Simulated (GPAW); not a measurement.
The system is CuF.

```
Cu F
1.0
     2.47101    0.00000    0.00000
     0.00000    2.47101    0.00000
     0.00000    0.00000    3.41650
Cu F
1 1
Direct
  0.00000 0.00000 0.00000
  0.50000 0.50000 0.50000
```

The cell was built by a generator and needn't be a form met in nature.

Program: GPAW 26.7.0. Alike in all runs: no spin polarisation; cell as given.

Problem. Order these runs on this cell by their pressure, lowest first.
A. level PBE; potentials or basis GPAW PAW data sets (gpaw-data 1.2.1), pw; k mesh 7 × 7 × 5; cutoff (eV) 680; smearing fermi-dirac 0.01 eV; maxiter 150; mesh quality coarse
B. level LDA+U; potentials or basis the program's PAW data sets (release 1.2.1) made for this functional, pw; U Cu d U = 4 eV; k mesh 9 × 9 × 6; cutoff (eV) 650; smearing fermi-dirac 0.05 eV; maxiter 120; convergence default; mesh quality not flagged
C. level LDA; potentials or basis the program's PAW data sets (release 1.2.1) made for this functional, pw; k mesh 9 × 9 × 6; cutoff (eV) 600; smearing fermi-dirac 0.05 eV; maxiter 120; convergence default; mesh quality not flagged

Solution. B (-11.3 GPa), C (-9.1 GPa), A (4.0 GPa).

Caveats: some runs use coarse meshes; with this Cu data set, volumes or pressures lay over 1.5 % or 2 GPa off other programs in two to four cells of ten; the cutoff is short for stress and forces, so pressures can be off by a GPa or more; the run has no spin polarisation, though such a crystal can be magnetic; U without spin polarisation on a metal has little footing (some runs).

Not every run made on this cell is shown here.
